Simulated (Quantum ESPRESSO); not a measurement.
# In3As (P1) in Quantum ESPRESSO: single point with vdW-DF

Aim: the single point of In3As with vdW-DF.

Everything below comes from runs of Quantum ESPRESSO 7.5. Logs are shortened: lines on timing, memory, paths and dates and some standing lists are left out, and cuts for length are marked.

## (1) Starting point

The typed cell holds 4 atoms: a = 4.672 Å, b = 4.672 Å, c = 4.672 Å, α = 90.00°, β = 90.00°, γ = 90.00°.

The cell comes from a database or a generator and needn't be the stable form of this composition.

## (2) Single point, vdW-DF

Input file pw.in:

```
&CONTROL
  calculation = 'scf'
  prefix = 'pwscf'
  outdir = './tmp'
  pseudo_dir = './pseudo'
  tprnfor = .true.
  tstress = .true.
  disk_io = 'nowf'
/
&SYSTEM
  ibrav = 0
  A = 4.671681
  nat = 4
  ntyp = 2
  ecutwfc = 70
  nbnd = 37
  input_dft = 'vdw-df'
  occupations = 'smearing'
  smearing = 'fd'
  degauss = 0.00734986
/
&ELECTRONS
  conv_thr = 8d-10
  electron_maxstep = 120
  mixing_beta = 0.5
/
ATOMIC_SPECIES
In   114.8180 49_In_13_2.5_3.1_pbe_n_v1.0.upf
As    74.9216 33_As_15_1.8_2.1_pbe_n_v1.0.upf
CELL_PARAMETERS alat
   1.0000000000    0.0000000000    0.0000000000
   0.0000000000    1.0000000000    0.0000000000
   0.0000000000    0.0000000000    1.0000000000
ATOMIC_POSITIONS alat
In     0.9952535300    0.4979299900    0.4938664600
In     0.4952535300    0.9979299900    0.4938664600
In     0.4952535300    0.4979299900    0.9938664600
As     0.0142394000    0.0062100300    0.0184006100
K_POINTS automatic
6 6 6 0 0 0
```

Potentials or basis: SPMS 1.0 PBE.

Run with:

```
> OMP_NUM_THREADS=1 pw.x -in pw.in > pw.out
```

pw.out:

```text
This program is part of the open-source Quantum ESPRESSO suite
     for quantum simulation of materials; please cite
         "P. Giannozzi et al., J. Phys.:Condens. Matter 21 395502 (2009);
         "P. Giannozzi et al., J. Phys.:Condens. Matter 29 465901 (2017);
         "P. Giannozzi et al., J. Chem. Phys. 152 154105 (2020);
     in publications or presentations arising from this work. More details at

     IMPORTANT: XC functional enforced from input :
     Exchange-correlation= VDW-DF
                           (   1   4   4   0   1   0   0)
     Any further DFT definition will be discarded
     Please, verify this is what you really want

     G-vector sticks info
     --------------------
     sticks:   dense  smooth     PW     G-vecs:    dense   smooth      PW
     Sum        1741    1741    497                54435    54435    8385

     Using Slab Decomposition

     bravais-lattice index     =            0
     lattice parameter (alat)  =       8.8282  a.u.
     unit-cell volume          =     688.0439 (a.u.)^3
     number of atoms/cell      =            4
     number of atomic types    =            2
     number of electrons       =        54.00
     number of Kohn-Sham states=           37
     kinetic-energy cutoff     =      70.0000  Ry
     charge density cutoff     =     280.0000  Ry
     scf convergence threshold =      8.0E-10
     mixing beta               =       0.5000
     number of iterations used =            8  plain     mixing
     Exchange-correlation= VDW-DF
                           (   1   4   4   0   1   0   0)

     celldm(1)=   8.828198  celldm(2)=   0.000000  celldm(3)=   0.000000
     celldm(4)=   0.000000  celldm(5)=   0.000000  celldm(6)=   0.000000

     crystal axes: (cart. coord. in units of alat)
               a(1) = (   1.000000   0.000000   0.000000 )
               a(2) = (   0.000000   1.000000   0.000000 )
               a(3) = (   0.000000   0.000000   1.000000 )

     reciprocal axes: (cart. coord. in units 2 pi/alat)
               b(1) = (  1.000000  0.000000  0.000000 )
               b(2) = (  0.000000  1.000000  0.000000 )
               b(3) = (  0.000000  0.000000  1.000000 )

     PseudoPot. # 1 for In read from file:
     49_In_13_2.5_3.1_pbe_n_v1.0.upf
     Pseudo is Norm-conserving + core correction, Zval = 13.0
     Generated using ONCVPSP code by D. R. Hamann
     Using radial grid of 1966 points,  6 beta functions with:
                l(1) =   0
                l(2) =   0
                l(3) =   1
                l(4) =   1
                l(5) =   2
                l(6) =   2

     PseudoPot. # 2 for As read from file:
     33_As_15_1.8_2.1_pbe_n_v1.0.upf
     Pseudo is Norm-conserving + core correction, Zval = 15.0
     Generated using ONCVPSP code by D. R. Hamann
     Using radial grid of 1350 points,  6 beta functions with:
                l(1) =   0
                l(2) =   0
                l(3) =   1
                l(4) =   1
                l(5) =   2
                l(6) =   2

     atomic species   valence    mass     pseudopotential
     In               13.00   114.81800     In( 1.00)
     As               15.00    74.92160     As( 1.00)

     No symmetry found

   Cartesian axes

     site n.     atom                  positions (alat units)
         1        In     tau(   1) = (   0.9952535   0.4979300   0.4938665  )
         2        In     tau(   2) = (   0.4952535   0.9979300   0.4938665  )
         3        In     tau(   3) = (   0.4952535   0.4979300   0.9938665  )
         4        As     tau(   4) = (   0.0142394   0.0062100   0.0184006  )

     number of k points=   112  Fermi-Dirac smearing, width (Ry)=  0.0073

     Number of k-points >= 100: set verbosity='high' to print them.

     Dense  grid:    54435 G-vectors     FFT dimensions: (  48,  48,  48)

     Initial potential from superposition of free atoms

     starting charge      53.9881, renormalised to      54.0000

     %%%%%%%%%%%%%%%%%%%%%%%%%%%%%%%%%%%%%%%%%%%%%%%%%%%%%%%%%%%%%%%%%%%%%%%%
     %                                                                      %
     % You are using vdW-DF, which was implemented by the Thonhauser group. %
     % Please cite the following two papers that made this development      %
     % possible and the two reviews that describe the various versions:     %
     %                                                                      %
     %   T. Thonhauser et al., PRL 115, 136402 (2015).                      %
     %   T. Thonhauser et al., PRB 76, 125112 (2007).                       %
     %   K. Berland et al., Rep. Prog. Phys. 78, 066501 (2015).             %
     %   D.C. Langreth et al., J. Phys.: Condens. Matter 21, 084203 (2009). %
     %                                                                      %
     % If you are calculating stress with vdW-DF, please also cite:         %
     %                                                                      %
     %   R. Sabatini et al., J. Phys.: Condens. Matter 24, 424209 (2012).   %
     %                                                                      %
     %%%%%%%%%%%%%%%%%%%%%%%%%%%%%%%%%%%%%%%%%%%%%%%%%%%%%%%%%%%%%%%%%%%%%%%%

     %%%%%%%%%%%%%%%%%%%%%%%%%%%%%%%%%%%%%%%%%%%%%%%%%%%%%%%%%%%%%%%%%%%%%%%%
     %                                                                      %
     %  vdW-DF NEWS:                                                        %
     %                                                                      %
     %  * vdW-DF3 is now available. DOI: 10.1021/acs.jctc.0c00471           %
     %    use with input_dft = 'vdW-DF3-opt1' or 'vdW-DF3-opt2'             %
     %                                                                      %
     %  * Unscreened and range-separated hybrid vdW-DF-cx functionals       %
     %    DOI: 10.1063/1.4986522 and 10.1088/1361-648X/ac2ad2               %
     %    use with input_dft = 'vdW-DF-cx0'    and 'vdW-DF-ahcx'            %
     %  * Unscreened and range-separated hybrid vdW-DF2-b86r functionals    %
     %    DOI: 10.1063/1.4986522 and DOI: 10.1103/PhysRevX.12.041003        %
     %    use with input_dft = 'vdW-DF2-br0' and 'vdW-DF2-ahbr'             %
     %                                                                      %
     %%%%%%%%%%%%%%%%%%%%%%%%%%%%%%%%%%%%%%%%%%%%%%%%%%%%%%%%%%%%%%%%%%%%%%%%

     Starting wfcs are   36 randomized atomic wfcs +    1 random wfcs

     Self-consistent Calculation

     iteration #  1     ecut=    70.00 Ry     beta= 0.50
     Davidson diagonalization with overlap
     ethr =  1.00E-02,  avg # of iterations =  3.4

     Threshold (ethr) on eigenvalues was too large:
     Diagonalizing with lowered threshold

     Davidson diagonalization with overlap
     ethr =  1.55E-04,  avg # of iterations =  3.2

     total energy              =    -568.74191548 Ry
     estimated scf accuracy    <       0.08143465 Ry

     iteration #  2     ecut=    70.00 Ry     beta= 0.50
     Davidson diagonalization with overlap
     ethr =  1.51E-04,  avg # of iterations =  2.5

     total energy              =    -568.76194904 Ry
     estimated scf accuracy    <       0.06739388 Ry

     iteration #  3     ecut=    70.00 Ry     beta= 0.50
     Davidson diagonalization with overlap
     ethr =  1.25E-04,  avg # of iterations =  1.9

     total energy              =    -568.77412507 Ry
     estimated scf accuracy    <       0.00077067 Ry

     iteration #  4     ecut=    70.00 Ry     beta= 0.50
     Davidson diagonalization with overlap
     ethr =  1.43E-06,  avg # of iterations =  7.1

     total energy              =    -568.77426482 Ry
     estimated scf accuracy    <       0.00005722 Ry

     iteration #  5     ecut=    70.00 Ry     beta= 0.50
     Davidson diagonalization with overlap
     ethr =  1.06E-07,  avg # of iterations =  2.1

     total energy              =    -568.77427482 Ry
     estimated scf accuracy    <       0.00000778 Ry

     iteration #  6     ecut=    70.00 Ry     beta= 0.50
     Davidson diagonalization with overlap
     ethr =  1.44E-08,  avg # of iterations =  2.1

     total energy              =    -568.77427717 Ry
     estimated scf accuracy    <       0.00000117 Ry

     iteration #  7     ecut=    70.00 Ry     beta= 0.50
     Davidson diagonalization with overlap
     ethr =  2.17E-09,  avg # of iterations =  2.1

     total energy              =    -568.77427752 Ry
     estimated scf accuracy    <       0.00000010 Ry

     iteration #  8     ecut=    70.00 Ry     beta= 0.50
     Davidson diagonalization with overlap
     ethr =  1.78E-10,  avg # of iterations =  2.9

     total energy              =    -568.77427756 Ry
     estimated scf accuracy    <       0.00000001 Ry

     iteration #  9     ecut=    70.00 Ry     beta= 0.50
     Davidson diagonalization with overlap
     ethr =  2.28E-11,  avg # of iterations =  2.0

     End of self-consistent calculation

     Number of k-points >= 100: set verbosity='high' to print the bands.

     the Fermi energy is    10.9607 ev

!    total energy              =    -568.77427756 Ry
     estimated scf accuracy    <          4.7E-10 Ry
     smearing contrib. (-TS)   =      -0.00410874 Ry
     internal energy E=F+TS    =    -568.77016882 Ry

     The total energy is F=E-TS. E is the sum of the following terms:
     one-electron contribution =    -158.31669664 Ry
     hartree contribution      =     116.60156805 Ry
     xc contribution           =    -147.97414719 Ry
     ewald contribution        =    -379.08089304 Ry

     convergence has been achieved in   9 iterations

     Forces acting on atoms (cartesian axes, Ry/au):

     atom    1 type  1   force =    -0.00284577    0.00027662    0.00075809
     atom    2 type  1   force =     0.00067792   -0.00126504    0.00084120
     atom    3 type  1   force =     0.00056689    0.00025638   -0.00361692
     atom    4 type  2   force =     0.00160096    0.00073204    0.00201763

     Total force =     0.005671     Total SCF correction =     0.000038

     Computing stress (Cartesian axis) and pressure

          total   stress  (Ry/bohr**3)                   (kbar)     P=       39.88
   0.00027139   0.00000017   0.00000053           39.92        0.02        0.08
   0.00000017   0.00026930   0.00000021            0.02       39.62        0.03
   0.00000053   0.00000021   0.00027253            0.08        0.03       40.09

=------------------------------------------------------------------------------=
   JOB DONE.
=------------------------------------------------------------------------------=
```

Run time: 5.5 min. Hardware: 1 thread of Intel Xeon Platinum 8488C (Sapphire Rapids), shared host; peak memory 0.59 GiB.

What came out:

```yaml
Free_energy: -7738.5683 eV
Pressure: 4.0 GPa
Largest_force: 0.094 eV/Å
Band_gap_on_the_k_mesh: none (metal or under the smearing width)
```

Forces in eV/Å, atoms in the order of the input:
```
In  -0.073  0.007  0.019
In   0.017 -0.033  0.022
In   0.015  0.007 -0.093
As   0.041  0.019  0.052
```

Caveat: the potentials were made for another functional, which shifts forces and pressure.

## (3) The reference run

An earlier run on the cell as given: functional PBE; potentials or basis SSSP 1.3 efficiency PBE; cutoff 748 eV; density cutoff 5987 eV; k mesh 6 × 6 × 6; occupations fermi-dirac, width 0.05 eV; no spin polarisation.

- Pressure: 0.6 GPa
- Largest force: 0.097 eV/Å
- Band gap on the k mesh: none (metal or under the smearing width)
